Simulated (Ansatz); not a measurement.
# C₂H₉AsO₂Si: small, medium and large basis sets

The task here is to estimate one member of a computed series from the others.

Computed with Ansatz 0.2.0, Gaussian basis. Level: one geometry, several basis sets.

Plan: PBE0-D4/def2-SVP; ωB97M-V/def2-SVP; PBE0-D4/def2-QZVPP; ωB97M-V/def2-QZVPP; the functionals' def2-TZVPP values are taken from earlier runs.

## The relaxed structure

An earlier PBE0-D4 in a triple-zeta def2 set relaxation fixed the geometry.

SMILES `CO[As]([SiH3])OC`, 15 atoms, charge 0, spin multiplicity 1.

Atoms are counted from 1 here; the program's logs count them from 0.

Bond lengths: C1–O2 1.411 Å, C1–H7 1.092 Å, C1–H8 1.096 Å, C1–H9 1.097 Å, O2–As3 1.796 Å, As3–Si4 2.386 Å, As3–O5 1.796 Å, Si4–H10 1.483 Å, Si4–H11 1.486 Å, Si4–H12 1.486 Å, O5–C6 1.411 Å, C6–H13 1.097 Å, C6–H14 1.096 Å, C6–H15 1.092 Å. Angles: O2–C1–H7 108.1°, O2–C1–H8 111.0°, O2–C1–H9 112.2°, H7–C1–H8 108.5°, H7–C1–H9 108.5°, H8–C1–H9 108.5°, C1–O2–As3 117.2°, O2–As3–Si4 91.1°, O2–As3–O5 102.0°, Si4–As3–O5 91.1°, As3–Si4–H10 109.4°, As3–Si4–H11 108.6°, As3–Si4–H12 108.6°, H10–Si4–H11 110.6°, H10–Si4–H12 110.6°, H11–Si4–H12 109.0°, As3–O5–C6 117.2°, O5–C6–H13 112.2° and more.

Set-up of the first run:

File in.yaml:

```yaml
crystal:
  periodic: [false, false, false]
  atoms:
    - {symbol: C, position_ang: [-1.336800, -1.906772, 0.194464]}
    - {symbol: O, position_ang: [-0.030941, -1.410847, -0.007084]}
    - {symbol: As, position_ang: [0.133991, 0.114303, -0.941188]}
    - {symbol: Si, position_ang: [2.513512, -0.044586, -0.869369]}
    - {symbol: O, position_ang: [0.142421, 1.350585, 0.361657]}
    - {symbol: C, position_ang: [-1.095960, 1.932260, 0.707900]}
    - {symbol: H, position_ang: [-1.271597, -2.989477, 0.323541]}
    - {symbol: H, position_ang: [-1.786422, -1.475785, 1.096019]}
    - {symbol: H, position_ang: [-1.995691, -1.697563, -0.657823]}
    - {symbol: H, position_ang: [2.950273, -0.258125, 0.531342]}
    - {symbol: H, position_ang: [2.938219, -1.180511, -1.728810]}
    - {symbol: H, position_ang: [3.088733, 1.214618, -1.410554]}
    - {symbol: H, position_ang: [-1.761347, 2.036886, -0.158483]}
    - {symbol: H, position_ang: [-1.609864, 1.337939, 1.471708]}
    - {symbol: H, position_ang: [-0.900630, 2.926476, 1.115982]}
basis:
  gaussian: {orbitals: def2-SVP}
hamiltonian: {xc: pbe0, dispersion: d4}
output: {orbitals: {seedname: orbitals}}
```

Command:

```
> ansatz run in.yaml --threads 2 --pin off --events-out ev --progress --plain --max-ram 32768MiB --backend cpu
```

Steps of the session up to this table: PBE0-D4 in def2-SVP; ωB97M-V in def2-SVP; PBE0-D4 in def2-QZVPP; ωB97M-V in def2-QZVPP.

One of the session's tables, all rows but one given; the rest of the session is left out.

It belongs to the step «Density functionals: the series». 

| functional | basis | HOMO (eV) | LUMO (eV) |
| --- | --- | --- | --- |
| PBE0-D4 | def2-SVP | -6.72 | -0.16 |
| PBE0-D4 | def2-TZVPP | -6.82 | -0.43 |
| PBE0-D4 | def2-QZVPP | -6.86 | -0.54 |
| ωB97M-V | def2-SVP | -8.81 | 1.78 |
| ωB97M-V | def2-TZVPP | ? | ? |
| ωB97M-V | def2-QZVPP | -8.96 | 1.14 |

Estimate the missing values for ωB97M-V, def2-TZVPP.

The run gave: HOMO (eV): -8.92; LUMO (eV): 1.40. In the column «HOMO (eV)» it lies between ωB97M-V, def2-QZVPP (-8.96) and ωB97M-V, def2-SVP (-8.81).
